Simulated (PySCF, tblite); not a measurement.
# C₆H₁₃Si radical: geometry, infrared bands and EPR parameters

What infrared bands and EPR parameters should C₆H₁₃Si radical (`[CH2]CC[Si@@H]1C[C@H]1C`) show?

The runs use tblite 0.8.0 and PySCF 2.14.0, with density-fitted response routines of our own; the level of theory stands in each step. All values are computed, except where a source is named. Atoms are numbered from 0 throughout.

## (1) The starting structure

20 atoms, charge 0, multiplicity 2; geometry from: force field or distance geometry start.

Bonds of the start (Å): C0–C1 1.51, C1–C2 1.53, C2–Si3 1.85, Si3–C4 1.87, C4–C5 1.49, C5–C6 1.48, C5–Si3 1.83, C0–H7 1.09, C0–H8 1.08, C1–H9 1.10, C1–H10 1.09, C2–H11 1.10, C2–H12 1.10, Si3–H13 1.49, C4–H14 1.08, C4–H15 1.08, C5–H16 1.09, C6–H17 1.10, C6–H18 1.09, C6–H19 1.09.

## (2) Optimising the geometry with GFN2-xTB

The job: settings as JSON, then the geometry in Å.

```
{"job": {"kind": "relax", "xc": "GFN2-xTB", "basis": "xTB"}, "charge": 0, "multiplicity": 2}
C      3.545000     0.658800     0.478100
C      2.323500     0.133600    -0.227500
C      1.177600    -0.104200     0.757900
Si    -0.380800    -0.751600    -0.004800
C     -1.230200     0.498800    -1.113000
C     -1.943500     0.181100     0.151900
C     -3.244200    -0.529500     0.112800
H      3.827400     0.298100     1.462500
H      4.251700     1.268300    -0.067200
H      2.596800    -0.807500    -0.716600
H      2.031700     0.839700    -1.000000
H      0.937600     0.838900     1.270400
H      1.488300    -0.796000     1.547800
H     -0.351800    -2.068000    -0.694200
H     -1.588000     0.086100    -2.048000
H     -0.711300     1.446000    -1.191400
H     -1.944600     0.949300     0.927000
H     -3.454300    -1.012900     1.081700
H     -4.052300     0.184300    -0.075800
H     -3.283600    -1.302600    -0.654400
```

On the command line:

```sh
$ OMP_NUM_THREADS=1 python probes_run.py task.json out
```

The driver reads the jobs from task.json and runs them one after another.

Log:

```text
step      E/eV     max force
  0    -572.45768    2.308
  1    -572.59250    0.814
  2    -572.64140    0.514
  3    -572.68384    0.556
  4    -572.71450    0.525
  5    -572.73893    0.513
  6    -572.75448    0.317
  7    -572.76526    0.267
  8    -572.77383    0.245
  9    -572.78086    0.183
 10    -572.78706    0.201
 11    -572.79227    0.191
 12    -572.79583    0.166
 13    -572.79831    0.151
 14    -572.80063    0.120
 15    -572.80309    0.120
 16    -572.80524    0.121
 17    -572.80676    0.078
 18    -572.80801    0.092
 19    -572.80940    0.090
 20    -572.81069    0.083
 21    -572.81147    0.056
 22    -572.81189    0.053
 23    -572.81230    0.056
 24    -572.81299    0.086
 25    -572.81396    0.110
 26    -572.81497    0.092
 27    -572.81574    0.058
 28    -572.81632    0.063
 29    -572.81685    0.064
 30    -572.81730    0.053
 31    -572.81761    0.032
 32    -572.81788    0.039
 33    -572.81823    0.052
 34    -572.81867    0.057
 35    -572.81909    0.049
 36    -572.81941    0.035
 37    -572.81966    0.036
 38    -572.81993    0.040
 39    -572.82024    0.049
 40    -572.82059    0.049
 41    -572.82103    0.061
 42    -572.82158    0.069
 43    -572.82224    0.080
 44    -572.82290    0.074
 45    -572.82350    0.048
 46    -572.82410    0.054
 47    -572.82478    0.054
 48    -572.82551    0.056
 49    -572.82627    0.058
 50    -572.82725    0.084
 51    -572.82860    0.131
 52    -572.82881    0.253
 53    -572.83101    0.092
 54    -572.83180    0.077
 55    -572.83312    0.071
 56    -572.83380    0.091
 57    -572.83480    0.083
 58    -572.83563    0.057
 59    -572.83637    0.060
 60    -572.83719    0.076
 61    -572.83805    0.100
 62    -572.83926    0.071
 63    -572.84069    0.081
 64    -572.84187    0.100
 65    -572.84357    0.118
 66    -572.84533    0.099
 67    -572.84678    0.110
 68    -572.84819    0.076
 69    -572.84903    0.074
 70    -572.85016    0.067
 71    -572.85112    0.055
 72    -572.85176    0.089
 73    -572.85232    0.054
 74    -572.85299    0.075
 75    -572.85362    0.055
 76    -572.85431    0.049
 77    -572.85479    0.050
 78    -572.85557    0.054
 79    -572.85613    0.059
 80    -572.85661    0.052
 81    -572.85693    0.036
 82    -572.85724    0.035
 83    -572.85758    0.056
 84    -572.85788    0.056
 85    -572.85805    0.035
 86    -572.85813    0.015
 87    -572.85817    0.016
 88    -572.85820    0.015
 89    -572.85826    0.021
 90    -572.85835    0.024
 91    -572.85847    0.023
 92    -572.85858    0.030
 93    -572.85867    0.035
 94    -572.85879    0.037
 95    -572.85894    0.033
 96    -572.85911    0.028
 97    -572.85926    0.023
 98    -572.85935    0.017
 99    -572.85941    0.015
100    -572.85947    0.015
101    -572.85952    0.012
102    -572.85955    0.009
```

Run time: 0.66 s. Hardware: 1 thread of Arm Neoverse V2, shared host.

Relaxation path: (not every step is listed)

| step | energy from step 0 (eV) | largest force (eV/Å) |
| --- | --- | --- |
| 0 | 0.0000 | 2.3080 |
| 1 | -0.1348 | 0.8139 |
| 2 | -0.1837 | 0.5135 |
| 3 | -0.2262 | 0.5564 |
| 4 | -0.2568 | 0.5246 |
| 5 | -0.2812 | 0.5128 |
| 6 | -0.2968 | 0.3171 |
| 7 | -0.3076 | 0.2665 |
| 8 | -0.3161 | 0.2452 |
| 16 | -0.3476 | 0.1206 |
| 24 | -0.3553 | 0.0859 |
| 32 | -0.3602 | 0.0390 |
| 40 | -0.3629 | 0.0494 |
| 48 | -0.3678 | 0.0562 |
| 56 | -0.3761 | 0.0908 |
| 64 | -0.3842 | 0.1003 |
| 72 | -0.3941 | 0.0891 |
| 80 | -0.3989 | 0.0522 |
| 88 | -0.4005 | 0.0149 |
| 96 | -0.4014 | 0.0285 |
| 97 | -0.4016 | 0.0226 |
| 98 | -0.4017 | 0.0167 |
| 99 | -0.4017 | 0.0153 |
| 100 | -0.4018 | 0.0149 |
| 101 | -0.4018 | 0.0121 |
| 102 | -0.4019 | 0.0087 |

Close pairs (by a distance rule), those that changed most:

| bond | before (Å) | after (Å) | change (Å) |
| --- | --- | --- | --- |
| Si3–C5 | 1.827 | 1.891 | +0.064 |
| C4–C5 | 1.487 | 1.540 | +0.054 |
| C2–Si3 | 1.852 | 1.892 | +0.040 |
| C0–C1 | 1.505 | 1.467 | -0.038 |
| Si3–H13 | 1.486 | 1.457 | -0.029 |
| C5–C6 | 1.483 | 1.507 | +0.025 |
| C1–C2 | 1.530 | 1.553 | +0.023 |
| C6–H17 | 1.103 | 1.088 | -0.015 |

The end geometry stands in the next job.

## (3) Infrared spectrum with GFN2-xTB

The job: settings as JSON, then the geometry in Å.

```
{"job": {"kind": "ir", "xc": "GFN2-xTB", "basis": "xTB"}, "charge": 0, "multiplicity": 2}
C      3.676666     0.495297     0.491161
C      2.495818    -0.006972    -0.220298
C      1.246735     0.039415     0.701375
Si    -0.304620    -0.602304    -0.170064
C     -1.366196     0.587744    -1.172449
C     -1.985414     0.190329     0.180604
C     -3.264012    -0.606634     0.136170
H      4.231086    -0.151249     1.144796
H      3.857752     1.551024     0.559868
H      2.644294    -1.042583    -0.534849
H      2.289132     0.600106    -1.104518
H      1.095998     1.067230     1.033673
H      1.457089    -0.552725     1.592946
H     -0.272787    -1.996470    -0.592372
H     -1.903594     0.234977    -2.041650
H     -1.088480     1.627663    -1.279656
H     -2.040040     1.000482     0.901025
H     -3.490302    -1.032419     1.111988
H     -4.101278     0.026975    -0.159042
H     -3.182993    -1.419209    -0.581745
```

Log:

```text
mode    cm-1     km/mol
  1      39.4      0.42
  2      76.3      0.59
  3      78.2      0.61
  4     158.1      0.21
  5     166.2      1.77
  6     191.7      0.27
  7     219.9      2.97
  8     237.7      1.43
  9     317.2      6.70
 10     370.6      8.22
 11     490.1     58.57
 12     536.0     81.98
 13     608.6     89.94
 14     667.0     25.18
 15     681.8      3.56
 16     716.4     29.27
 17     739.2     51.23
 18     800.3     36.18
 19     815.5      2.65
 20     905.4     25.86
 21     934.9     37.90
 22     967.2      7.80
 23     973.6      3.89
 24     998.3     21.48
 25    1037.8      5.52
 26    1099.3     49.61
 27    1132.8      1.35
 28    1142.7      4.67
 29    1173.2      7.20
 30    1192.6      8.56
 31    1213.0      5.86
 32    1270.3      0.09
 33    1296.5      0.19
 34    1316.9      2.27
 35    1407.2      3.11
 36    1412.6      0.84
 37    1441.2      1.41
 38    1471.7      1.82
 39    1482.5      0.36
 40    1502.9      1.30
 41    1505.3      1.91
 42    2304.0    296.18
 43    2955.5     24.65
 44    2960.7     25.83
 45    2976.7     61.34
 46    2985.6     52.44
 47    2986.7     25.54
 48    3005.9     29.43
 49    3019.5     54.81
 50    3034.0     37.47
 51    3053.4     29.29
 52    3068.8     48.87
 53    3124.1     23.87
 54    3162.7     42.18
```

It took 0.66 s on 1 thread of Arm Neoverse V2, shared host.

Which atoms move in the most intense modes:

| cm⁻¹ | km/mol | atoms |
| --- | --- | --- |
| 490 | 58.6 | H13 74 %, Si3 11 % |
| 536 | 82.0 | C0 32 %, H8 29 %, H7 29 % |
| 609 | 89.9 | H13 84 % |
| 739 | 51.2 | H11 16 %, H12 13 %, H15 10 % |
| 2304 | 296.2 | H13 97 % |
| 2977 | 61.3 | H12 53 %, H11 30 % |
| 2986 | 52.4 | H18 68 %, H11 15 % |
| 3020 | 54.8 | H17 85 % |

## (4) EPR parameters: B3LYP/pcH-1

Same as in step 3 but for these lines:

```diff
@@ -1,2 +1,2 @@
-{"job": {"kind": "ir", "xc": "GFN2-xTB", "basis": "xTB"}, "charge": 0, "multiplicity": 2}
+{"job": {"kind": "epr", "basis": "pcH-1"}, "charge": 0, "multiplicity": 2}
 C      3.676666     0.495297     0.491161
```

With the program's defaults for keys left out, this is: UKS B3LYP, pcH-1 on C H Si, non-relativistic, mean-field spin-orbit, GIAO.

Log:

```text
UKS, coarse grid
  cycle   1  E = -525.80418714  |g| = 4.22e-01
  cycle   2  E = -525.71758879  |g| = 5.76e-01
  cycle   3  E = -525.89635433  |g| = 7.04e-02
  cycle   4  E = -525.89842006  |g| = 3.93e-02
  cycle   5  E = -525.89921802  |g| = 6.80e-03
  cycle   6  E = -525.89924174  |g| = 2.84e-03
  cycle   7  E = -525.89924639  |g| = 9.88e-04
UKS, final grid
  cycle   1  E = -525.89935080  |g| = 1.13e-03
  cycle   2  E = -525.89935029  |g| = 1.53e-03
  cycle   3  E = -525.89935147  |g| = 1.43e-04
  cycle   4  E = -525.89935148  |g| = 6.90e-05
  cycle   5  E = -525.89935149  |g| = 2.94e-05
E = -525.89935149 Eh   <S^2> = 0.7536 (exact 0.7500)
g shifts (ppm)      1          2          3
  rmc          -143       -143       -143
  gc              6         33         13
  oz_so          30        521        719
  total        -107        410        588
hyperfine (MHz)  atom isotope    a_iso     a_fc   dipolar eigenvalues
    0   13C      99.05      99.15    -80.64    -79.91    160.54
    1   13C     -30.55     -30.56     -2.37     -0.10      2.47
    2   13C      94.53      94.54     -6.68     -6.66     13.34
    3  29Si     -20.22     -20.25     -4.90      2.31      2.59
    4   13C      -0.58      -0.58     -0.23     -0.06      0.30
    5   13C       2.44       2.44     -0.68     -0.57      1.25
    6   13C       0.37       0.38     -0.13     -0.12      0.25
    7    1H     -60.58     -60.59    -38.84     -0.32     39.16
    8    1H     -60.60     -60.61    -38.85     -0.32     39.17
    9    1H      31.15      31.15     -5.17     -4.34      9.52
   10    1H      31.33      31.33     -5.19     -4.36      9.55
   11    1H      -3.32      -3.32     -6.16     -2.35      8.52
   12    1H      -3.24      -3.24     -6.24     -2.35      8.60
   13    1H       2.80       2.80     -0.97     -0.56      1.53
   14    1H      -0.06      -0.06     -0.44     -0.28      0.72
   15    1H       1.10       1.10     -0.62     -0.51      1.13
   16    1H      -0.20      -0.20     -0.69     -0.24      0.93
   17    1H       0.29       0.29     -0.29     -0.24      0.52
   18    1H       1.47       1.47     -0.24     -0.18      0.43
   19    1H       0.06       0.06     -0.32     -0.23      0.55
```

Wall time 1.9 min (1 thread of Arm Neoverse V2, shared host); peak memory 1.1 GiB.

Principal g values 2.00221, 2.00273, 2.00291; g(iso) = 2.00262, against 2.00232 for a free electron.

Mean a(iso) over the nuclei that a row names, and the largest dipolar term of the row (other rows stand at the frozen geometry):

| nuclei | isotope | a(iso) (MHz) | a(iso) (G, at g = 2.0023) | largest dipolar term (MHz) |
| --- | --- | --- | --- | --- |
| C0 | 13C | 99.0 | 35.3 | 160.5 |
| C2 | 13C | 94.5 | 33.7 | 13.3 |
| H7, H8 | 1H | -60.6 | -21.6 | 39.2 |
| H10 | 1H | 31.3 | 11.2 | 9.5 |
| H9 | 1H | 31.1 | 11.1 | 9.5 |
| C1 | 13C | -30.6 | -10.9 | 2.5 |
| Si3 | 29Si | -20.2 | -7.2 | -4.9 |
| H11 | 1H | -3.3 | -1.2 | 8.5 |
| H12 | 1H | -3.2 | -1.2 | 8.6 |
| H13 | 1H | 2.8 | 1.0 | 1.5 |
| C5 | 13C | 2.4 | 0.9 | 1.3 |
| H15 | 1H | 1.1 | 0.4 | 1.1 |
| H17, H18, H19 | 1H | 0.6 | 0.2 | 0.6 |
| C4 | 13C | -0.6 | -0.2 | 0.3 |

Mulliken spin populations:

C0 1.07; C1 -0.08; C2 0.05; Si3 0.02; C4 0.00; C5 0.01; C6 0.00; H7 -0.04; H8 -0.04; H9 0.01; H10 0.01; H11 0.00; H12 0.00; H13 0.00; H14 0.00; H15 0.00; H16 0.00; H17 0.00; H18 0.00; H19 0.00

In first order the couplings over 0.8 MHz of 1H give 192 distinct lines over 69.3 G, if the averaged nuclei exchange fast; the same motion can average rows kept apart here too.

Orbitals, density, ELF and potential are computed afterwards from the orbital file.

ELF in a plane through or near 9 of the atoms.

Ten even steps from ' ' (0.00) to '@' (1.00):
```
                                                        
                                                        
                                                        
                                                        
                  ::**==              ::##**::          
        --++::    ##@@@@++    ....    %%@@@@%%          
      ++@@@@##    %%@@@@**  ..++==    %%@@@@%%..        
      %%@@@@@@--  ++@@@@**====%%%%++::##@@%%++          
      **@@@@@@++::--++::**##==%%@@####++--**++::        
      ::**##::****++++--**##::**@@--**%%::@@@@%%==      
      ..==##..++**==++++++==..--++--==****@@@@@@##      
      ::**@@%%==::::........::--**@@##::::@@@@@@++      
      ::++%%##....--..      ::++++##**..  ==%%**..      
        ..--..    --::    ..**@@@@##--..                
                  ..      ..%%@@@@##::                  
                          ..##@@@@++..                  
                            ::##**..                    
                                                        
                                                        
                                                        
```
The map spans 13.8 Å across and 9.3 Å up, centred on the molecule. Atoms in the plane (x, y in Å): C0 (-3.7, 0.0), C2 (-1.3, 0.5), C5 (1.9, 0.0), C6 (3.3, 0.5), H7 (-4.3, 0.9), H12 (-1.5, 1.5), H15 (1.0, -2.1), H17 (3.4, 1.5), H18 (4.1, -0.1).

log10 of the density (e/Å³) in the same plane.

Ten even steps from '0' (-4.0) to '9' (1.0):
```
0000000000000000000000000000
0000000000000000000000000000
0000000000000000000010000000
0000000012222111111222100000
0000111123443222222344320000
0012343335665444434566531000
0023455446776555545677542000
0125677656887666666787643100
0135688767898777777898653200
0135688877898777898898754200
0134688877777667798778754200
0124678766666667787666653100
0124566656554567887555542100
0013344445433468876543321000
0001233333323457865432100000
0000011112112346654320000000
0000000000001234443210000000
0000000000000122322100000000
0000000000000000000000000000
0000000000000000000000000000
```
The map spans 13.8 Å across and 9.3 Å up, centred on the molecule. Atoms in the plane (x, y in Å): C0 (-3.7, 0.0), C2 (-1.3, 0.5), C5 (1.9, 0.0), C6 (3.3, 0.5), H7 (-4.3, 0.9), H12 (-1.5, 1.5), H15 (1.0, -2.1), H17 (3.4, 1.5), H18 (4.1, -0.1).

On the surface of density 0.002 e/bohr³ the electrostatic potential runs, from the 1st to the 99th percentile, from -0.51 to 0.72 V.

The spin density lies nearest to C0 64 %; H7, H8 about 10 % each.

## (5) Outcome

| quantity | value |
| --- | --- |
| strongest single infrared mode (GFN2-xTB) | 2304 cm⁻¹, 296 km/mol |
| zero-point energy (GFN2-xTB) | 105.0 kcal/mol |
| g(iso) (B3LYP) | 2.00262 |
| ⟨S²⟩ | 0.754 (exact 0.75) |
| largest a(iso) (averaged by class) | 13C on C0, 99.0 MHz |
| potential on the surface of density 0.002 e/bohr³, 1st and 99th percentile | -0.51 V and 0.72 V |

In words: Over 102 steps the energy fell by 0.402 eV; of the close pairs, Si3–C5 changed most, 1.827 to 1.891 Å. All 54 modes are real, so the xTB geometry is a minimum. The strongest single mode, at 2304 cm⁻¹, moves mainly H13. Unscaled tight-binding wavenumbers are off by several per cent, some by more. Its intensities can rank the bands wrongly. C0 carries the largest spin population, 1.07 e. The isotropic g lies 0.3 ppt above the free-electron value. These values are for one conformer; the search (at its own cheap level) found 2 more, at 0.39, 1.16 kcal/mol, and measured spectra average over such forms.
